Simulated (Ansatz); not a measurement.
# Cd2S under changes of volume

One of the cells (26.333 Å³/atom); the others are scaled copies at fixed shape and fractional positions:

```
CELL_PARAMETERS angstrom
3.96267 0.00000 0.00000
-1.98134 3.43177 0.00000
0.00000 0.00000 5.80919
ATOMIC_POSITIONS crystal
Cd 0.33333 0.66667 0.93272
Cd 0.66667 0.33333 0.57873
S 0.33333 0.66667 0.36571
```

The cell comes from a database or a generator and needn't be the stable form of this composition.

| Property | Result |
| --- | --- |
| Program | Ansatz 0.2.0 |
| Functional | PBEsol |
| Potentials or basis | all-electron LAPW, scalar-relativistic |
| Cutoff | 249 eV (chosen from the basis error) |
| Basis error allowed | 0.001 eV/atom |
| k mesh | 8 × 8 × 5 |
| Occupations | fermi-dirac, width 0.05 eV |
| Spin | no spin polarisation |

```tsv
volume (Å³/atom)	energy over the lowest point (meV/atom)	pressure (GPa)	gap on the mesh (eV)	largest force (eV/Å)
24.753	0.00	-0.3	0.20	0.108
25.280	2.75	-1.3	0.20	0.059
25.806	8.60	-2.2	0.21	0.082
26.333	17.18	-3.0	0.22	0.143
26.860	?	?	?	?
27.386	41.28	-4.3	0.26	0.278
27.913	56.26	-4.8	0.28	0.339
```

Question: What does the run at 26.860 Å³/atom give?

Answer: Energy over the lowest point 28.17 meV/atom; pressure -3.7 GPa; gap on the mesh 0.24 eV; largest force 0.213 eV/Å.

Worked out: A Birch-Murnaghan fit of order 3 (a polynomial in V^(-2/3)) to the other rows has its minimum at 24.60 Å³/atom, just outside them, with B0 = V·E''(V) = 52 GPa and B' = 4.9 at fixed shape and positions, which overstates the stiffness. It gives 28.18 meV/atom at 26.860 Å³/atom, against the run's 28.17, and -dE/dV = -3.7 GPa, against -3.7. A parabola through the other rows of the gap, of slope 0.931 eV per unit of ln V there, gives 0.24 eV, against the run's 0.24.

Energies are extrapolated to zero smearing.

Caveats: an odd mesh through Γ misses points on the zone boundary, where band edges often lie. Spin-orbit coupling on Cd is left out.
